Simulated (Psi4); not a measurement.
**ZrH4 (SMILES [H][Zr]([H])([H])[H]): levels of theory compared**

We compute a comparison of 5 runs (HF/STO-3G, HF/def2-SVP, wB97X/def2-SVP, MP2/def2-TZVPD, MP4/def2-SVP) of ZrH4. 

Program for the calculation: Psi4 1.11.

4 further runs of the same task are left out: 2 that didn't finish, 2 set aside as unsound or not needed.

## (1) The system as given

ZrH4: 5 atoms, total charge 0, spin state singlet. As SMILES, `[H][Zr]([H])([H])[H]`. Geometry: a GFN2-xTB relaxation, a rough one for these elements and not checked as a minimum.

Bond lengths: Zr1–H2 1.918 Å, Zr1–H3 1.918 Å, Zr1–H4 1.917 Å, Zr1–H5 1.919 Å. Angles: H2–Zr1–H3 109.6°, H2–Zr1–H4 109.7°, H2–Zr1–H5 109.2°, H3–Zr1–H4 109.7°, H3–Zr1–H5 109.2°, H4–Zr1–H5 109.4°.

## (2) A single-point energy at HF/STO-3G (run 1)

run.py reads:

```python
import psi4

psi4.set_memory('1600 MB')
psi4.set_num_threads(1)
psi4.core.set_output_file('h4zr.out', False)

geom = psi4.geometry("""
0 1
Zr
H 1 1.918054
H 1 1.917999 2 109.56855
H 1 1.917234 3 109.68669 2 120.497
H 1 1.918922 4 109.38644 3 -119.76743
symmetry c1
no_reorient
no_com
""")

options = {'puream': True, 'e_convergence': 1e-09, 'd_convergence': 1e-08, 'scf_type': 'pk'}
psi4.set_options(options)

e_tot, wfn = psi4.energy('scf/STO-3G', return_wfn=True)
print('E =', round(e_tot, 9))
```

The run is started by

```sh
python run.py
```

h4zr.out:

```text
[...]
  Running in c1 symmetry.
[...]
  Nuclear repulsion =   45.156586893704159
[...]
  Multiplicity = 1
[...]
  Nalpha       = 22
  Nbeta        = 22
[...]
    Number of basis functions: 31
[...]
   @RHF iter   1: -3505.19764408627952   -2.01118e+00   9.06838e-03 DIIS/ADIIS
[...]
   @RHF iter   9: -3505.26405124957409    3.18323e-12   5.81578e-10 DIIS
[...]
    Orbital Energies [Eh]
    ---------------------
    Doubly Occupied:
       1A   -643.594922     2A    -89.185008     3A    -82.811995
       4A    -82.811989     5A    -82.811987     6A    -15.427216
       7A    -12.807574     8A    -12.807544     9A    -12.807532
      10A     -6.873613    11A     -6.873580    12A     -6.873566
      13A     -6.872450    14A     -6.872449    15A     -2.400129
      16A     -1.539249    17A     -1.539149    18A     -1.539115
      19A     -0.373575    20A     -0.339087    21A     -0.338996
      22A     -0.338914
[...]
  @RHF Final Energy: -3505.26405124957409
   => Energetics <=
    Nuclear Repulsion Energy =             45.1565868937041586
    One-Electron Energy =               -4945.1620034764282536
    Two-Electron Energy =                1394.7413653331502701
    Total Energy =                      -3505.2640512495736402
[...]
 Multipole Moments:
 ------------------------------------------------------------------------------------
     Multipole            Electronic (a.u.)      Nuclear  (a.u.)        Total (a.u.)
 ------------------------------------------------------------------------------------
 L = 1.  Multiply by 2.5417464519 to convert [e a0] to [Debye]
 Dipole X            :         -0.0340992            0.0195557           -0.0145435
 Dipole Y            :          0.0058470           -0.0033468            0.0025003
 Dipole Z            :          0.0066766           -0.0038234            0.0028532
 Magnitude           :                                                    0.0150302
[...]
```

On the terminal:

```text
E = -3505.26405125
```

Wall time 1.4 s (1 thread of AMD EPYC 9R45 (Zen 5), shared host); peak memory 0.18 GiB.

## (3) The energy at HF/def2-SVP (core potential) (run 2)

h4zr.in reads:

```
memory 1600 MB

molecule m {
  Zr     0.00128501     0.00738883     0.00153068
  H      0.02014448    -0.03607487     3.62581752
  H      3.41006748     0.01768784    -1.23015502
  H     -1.73106472     2.96333623    -1.17652459
  H     -1.70043226    -2.95233802    -1.22066859
  units bohr
  symmetry c1
}

set {
  basis def2-SVP
  reference rhf
  puream true
  e_convergence 1e-09
  d_convergence 1e-08
  scf_type pk
}

e, wfn = energy("hf", return_wfn=True)
oeprop(wfn, "DIPOLE", "QUADRUPOLE", "WIBERG_LOWDIN_INDICES")
```

The run is started by

```sh
psi4 h4zr.in h4zr.out -n 1
```

h4zr.out:

```text
[...]
    !!!  WARNING: ECP capability is in beta. Please check occupations closely.  !!!
[...]
  Running in c1 symmetry.
[...]
  Nuclear repulsion =   14.256565512298041
[...]
  Multiplicity = 1
[...]
  Nalpha       = 8
  Nbeta        = 8
[...]
    Number of basis functions: 51
[...]
   @RHF iter   1:   -48.64082354846676   -6.05618e-01   3.96710e-03 ADIIS/DIIS
[...]
   @RHF iter  13:   -48.75979059061046   -2.04636e-12   3.88739e-09 DIIS
[...]
    Orbital Energies [Eh]
    ---------------------
    Doubly Occupied:
       1A     -2.620286     2A     -1.588163     3A     -1.588112
       4A     -1.588096     5A     -0.457994     6A     -0.430308
       7A     -0.430261     8A     -0.430244
[...]
  @RHF Final Energy:   -48.75979059061046
   => Energetics <=
    Nuclear Repulsion Energy =             14.2565655122980406
    One-Electron Energy =                -107.7657854888854274
    Two-Electron Energy =                  44.7494293859769243
    Total Energy =                        -48.7597905906104643
[...]
 Multipole Moments:
 ------------------------------------------------------------------------------------
     Multipole            Electronic (a.u.)      Nuclear  (a.u.)        Total (a.u.)
 ------------------------------------------------------------------------------------
 L = 1.  Multiply by 2.5417464519 to convert [e a0] to [Debye]
 Dipole X            :          0.0077991           -0.0053221            0.0024770
 Dipole Y            :          0.0455640           -0.0306023            0.0149618
 Dipole Z            :          0.0092298           -0.0063396            0.0028902
 Magnitude           :                                                    0.0154384
 L = 2.  Multiply by 1.3450342976 to convert [e a0^2] to [Debye ang]
 Quadrupole XX       :        -41.5819262           17.5170301          -24.0648961
 Quadrupole XY       :          0.0760701           -0.0498337            0.0262364
[...]
```

It took 1.5 s on 1 thread of AMD EPYC 9R45 (Zen 5), shared host; peak memory 0.2 GiB.

Runs 3 to 4 aren't shown in full; the table further down has their settings and results.

## (4) The energy at MP4/def2-SVP (core potential) (run 5)

job.dat reads:

```
memory 1600 mb

molecule mol {
  0 1
  Zr
  H 1 1.918054
  H 1 1.917999 2 109.56855
  H 1 1.917234 3 109.68669 2 120.497
  H 1 1.918922 4 109.38644 3 -119.76743
  symmetry c1
  no_reorient
  no_com
}

set basis def2-SVP
set scf_type pk
set num_frozen_docc 0
set damping_percentage 10
set maxiter 50

energy('mp4')
```

The run is started by

```sh
psi4 -i job.dat -o job.out -n 1
```

job.out:

```text
[...]
    !!!  WARNING: ECP capability is in beta. Please check occupations closely.  !!!
[...]
  Running in c1 symmetry.
[...]
  Nuclear repulsion =   14.256566652083178
[...]
  Multiplicity = 1
[...]
  Nalpha       = 8
  Nbeta        = 8
[...]
    Number of basis functions: 51
[...]
   @RHF iter   1:   -48.60188823728923   -6.05368e-01   4.67326e-03 ADIIS/DIIS
[...]
   @RHF iter  17:   -48.75979060509615    8.19107e-09   3.41136e-09 DIIS/DAMP=10%
[...]
    Orbital Energies [Eh]
    ---------------------
    Doubly Occupied:
       1A     -2.620286     2A     -1.588163     3A     -1.588112
       4A     -1.588096     5A     -0.457994     6A     -0.430308
       7A     -0.430261     8A     -0.430244
[...]
  @RHF Final Energy:   -48.75979060509615
   => Energetics <=
    Nuclear Repulsion Energy =             14.2565666520831780
    One-Electron Energy =                -107.7657877690957378
    Two-Electron Energy =                  44.7494305119164082
    Total Energy =                        -48.7597906050961498
[...]
 Multipole Moments:
 ------------------------------------------------------------------------------------
     Multipole            Electronic (a.u.)      Nuclear  (a.u.)        Total (a.u.)
 ------------------------------------------------------------------------------------
 L = 1.  Multiply by 2.5417464519 to convert [e a0] to [Debye]
 Dipole X            :         -0.0456824            0.0306834           -0.0149989
 Dipole Y            :          0.0076948           -0.0052512            0.0024435
 Dipole Z            :          0.0087218           -0.0059991            0.0027228
 Magnitude           :                                                    0.0154387
[...]
      * MP2 total energy:                    -49.000699787466
[...]
      * MP3 total energy:                    -49.024319714843
[...]
```

Run time: 3 s. Hardware: 1 thread of AMD EPYC 9R45 (Zen 5), shared host; peak memory 0.24 GiB.

## (5) Overview of the runs

```
run                                                                              level  core potential      task   energy (Eh)  dipole moment (D)  HOMO energy (eV)  LUMO energy (eV)  wall time
  1                                                                          HF/STO-3G            none    energy  -3505.264051               0.04             -9.22              5.02      1.4 s
  2                                                       HF/def2-SVP (core potential)            def2    energy    -48.759791               0.04            -11.71              0.74      1.5 s
  3                                                    wB97X/def2-SVP (core potential)            def2  gradient    -49.328286               0.03            -10.98             -0.50        9 s
  4  MP2/def2-TZVPD (density fitting, core potential, density fitting for correlation)            def2    energy    -49.080243                  –            -11.71              0.74      1.8 s
  5                                                      MP4/def2-SVP (core potential)            def2    energy    -49.036935                  –            -11.71              0.74        3 s
```

## (6) What came out

| quantity | value |
| --- | --- |
| run 5: total energy | -49.03693 Eh |
| run 5: HOMO energy (Hartree–Fock orbitals) | -11.71 eV |
| run 5: LUMO energy (Hartree–Fock orbitals) | 0.74 eV |
| run 5: HOMO–LUMO gap (Hartree–Fock orbitals) | 12.45 eV |
| run 5: correlation energy | -277.1 mEh |

In words: Over runs 1, 2, 3 the HOMO–LUMO gap runs from 10.48 eV (wB97X/def2-SVP) to 14.25 eV (HF/STO-3G). The two ends differ in method and basis and core potential. Some runs of one species differ in core potentials or relativity; totals across that change don't compare. In run 1 the basis is minimal, so the values are rough. In run 1 relativity is left out where basis or elements ask for it. All runs together took 17 s, the longest 9 s.
